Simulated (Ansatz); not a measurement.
**NiS2: how the settings move a single-point run**

Question: which choices in the input matter for NiS2? The cell is built on a prototype (fluorite) and needn't be the phase found in nature.

Method: reference: DFT, r2SCAN, plane waves, PAW, in Ansatz 0.2.0.

1 further run of the same task is left out (it didn't finish).

### Step 1. The structure to begin with

Symmetry: Fm-3m, No. 225, cubic system. Conventional cell: a = 5.679 Å, b = 5.679 Å, c = 5.679 Å, α = 90.00°, β = 90.00°, γ = 90.00°. Ni (site symmetry m-3m) has 8 S at 2.46 Å as nearest neighbours. S (site symmetry -43m) is surrounded by 4 Ni at 2.46 Å.

Coordinates:

```
Ni S
1.0
     0.00000    2.83967    2.83967
     2.83967    0.00000    2.83967
     2.83967    2.83967    0.00000
Ni S
1 2
Direct
  0.00000 0.00000 0.00000
  0.25000 0.25000 0.25000
  0.75000 0.75000 0.75000
```

### Step 2. Baseline

Contents of input.yaml:

```yaml
crystal:
  lattice:
    - [0.0, 2.8396653299, 2.8396653299]
    - [2.8396653299, 0.0, 2.8396653299]
    - [2.8396653299, 2.8396653299, 0.0]
  atoms:
    - { symbol: Ni, position: [0.0, 0.0, 0.0] }
    - { symbol: S, position: [0.25, 0.25, 0.25] }
    - { symbol: S, position: [0.75, 0.75, 0.75] }
kpoints:
  mp_grid: { grid: [6, 6, 6] }
hamiltonian:
  xc: r2scan
scf:
  occupations: { method: fermi_dirac, width: 0.02 }
  n_extra_bands: 4
output:
  forces: true
  stress: true
  eigenvalues: true
  write_density: true
  write_potential: true
  elf: true
  volumetric_format: npy
```

Run with:

```bash
$ ansatz run input.yaml --threads 4 --pin off --max-ram 3686MiB --backend cpu --events-out ev --progress --plain --runs-dir out
```

### Step 3. Changing settings: occupations.method gaussian, occupations.width 0.001

Edit input.yaml of step 2 so:

```diff
@@ -14,3 +14,3 @@
 scf:
-  occupations: { method: fermi_dirac, width: 0.02 }
+  occupations: { method: gaussian, width: 0.001 }
   n_extra_bands: 4
@@ -20,5 +20 @@
   eigenvalues: true
-  write_density: true
-  write_potential: true
-  elf: true
-  volumetric_format: npy
```

### Step 4. Variant: dr2_threshold 1.0e-12

Edit input.yaml of step 2 so:

```diff
@@ -16,2 +16,4 @@
   n_extra_bands: 4
+  convergence: { dr2_threshold: 1.0e-12 }
+  max_iter: 73
 output:
@@ -20,5 +22 @@
   eigenvalues: true
-  write_density: true
-  write_potential: true
-  elf: true
-  volumetric_format: npy
```

### Step 5. Changing settings: occupations.width 0.001

Edit input.yaml of step 2 so:

```diff
@@ -14,3 +14,3 @@
 scf:
-  occupations: { method: fermi_dirac, width: 0.02 }
+  occupations: { method: fermi_dirac, width: 0.001 }
   n_extra_bands: 4
@@ -20,5 +20 @@
   eigenvalues: true
-  write_density: true
-  write_potential: true
-  elf: true
-  volumetric_format: npy
```

### Step 6. Changed: occupations.method gaussian, occupations.width 0.05

Edit input.yaml of step 2 so:

```diff
@@ -14,3 +14,3 @@
 scf:
-  occupations: { method: fermi_dirac, width: 0.02 }
+  occupations: { method: gaussian, width: 0.05 }
   n_extra_bands: 4
@@ -20,5 +20 @@
   eigenvalues: true
-  write_density: true
-  write_potential: true
-  elf: true
-  volumetric_format: npy
```

### Step 7. Changing settings: ecutwfc 350

Edit input.yaml of step 2 so:

```diff
@@ -20,5 +20,3 @@
   eigenvalues: true
-  write_density: true
-  write_potential: true
-  elf: true
-  volumetric_format: npy
+basis:
+  ecutwfc: 350
```

### Step 8. Changing settings: occupations.method cold, occupations.width 0.05

Edit input.yaml of step 2 so:

```diff
@@ -14,3 +14,3 @@
 scf:
-  occupations: { method: fermi_dirac, width: 0.02 }
+  occupations: { method: cold, width: 0.05 }
   n_extra_bands: 4
@@ -20,5 +20 @@
   eigenvalues: true
-  write_density: true
-  write_potential: true
-  elf: true
-  volumetric_format: npy
```

Before running it: what results should come out? Wanted: for each run, ending; energy change; pressure; gap; force.

As calculated:

```csv
run,ending,energy change,pressure (GPa),gap (eV),force (eV/Å),cycles,time
reference,converged,0,-0.1,0.00,0.00,9,2.3 s
"1: occupations.method gaussian, occupations.width 0.001",converged,+0.2 meV/atom (σ→0),-0.1,0.00,0.00,18,2.5 s
2: dr2_threshold 1.0e-12,converged,0.0 meV/atom,-0.1,0.00,0.00,11,2 s
3: occupations.width 0.001,converged,+0.2 meV/atom (σ→0),-0.1,0.00,0.00,12,2.1 s
"4: occupations.method gaussian, occupations.width 0.05",converged,0.0 meV/atom (σ→0),-0.1,0.00,0.00,9,1.9 s
5: ecutwfc 350,converged,+7.5 meV/atom,0.0,0.00,0.00,9,1.5 s
"6: occupations.method cold, occupations.width 0.05",converged,+0.2 meV/atom (σ→0),-0.1,0.00,0.00,9,1.9 s
```

Times don't compare one to one where runs were asked for different outputs or read a saved state (see the inputs); cycles may leave out searches for a lower state.

Residual by cycle in the longest SCF loop of each run; runs are numbered as in the table. The quantity is the density residual dr2, in eV.

```csv
cycle,reference,run 1,run 2,run 3,run 4,run 5,run 6
1,0.881,0.874,0.881,0.872,0.883,0.87,0.899
3,0.0291,1.28,0.0291,1.11,0.0304,0.00992,0.0173
4,0.0264,1.44,0.0264,1.14,0.0365,0.014,0.0204
6,1.2e-4,0.721,1.2e-4,0.0113,1.2e-4,0.0014,1.5e-4
7,7.6e-6,1.25,7.6e-6,0.00277,4.2e-6,5.3e-5,4.9e-6
9,1.3e-10,0.098,8.5e-11,3.1e-5,1.4e-10,1.8e-9,1.1e-9
10,-,0.0152,1.9e-11,2.2e-6,-,-,-
12,-,1.2e-4,-,9.3e-9,-,-,-
13,-,1.8e-5,-,-,-,-,-
15,-,9.3e-7,-,-,-,-,-
16,-,3.4e-7,-,-,-,-,-
18,-,2.0e-8,-,-,-,-,-
```

What this shows: Run 5 ran under the cutoff that the potentials recommend, as the log warns, so basis error is mixed into its values. The reference leaves spin out although Ni can carry a moment, so its state need not be the lowest.
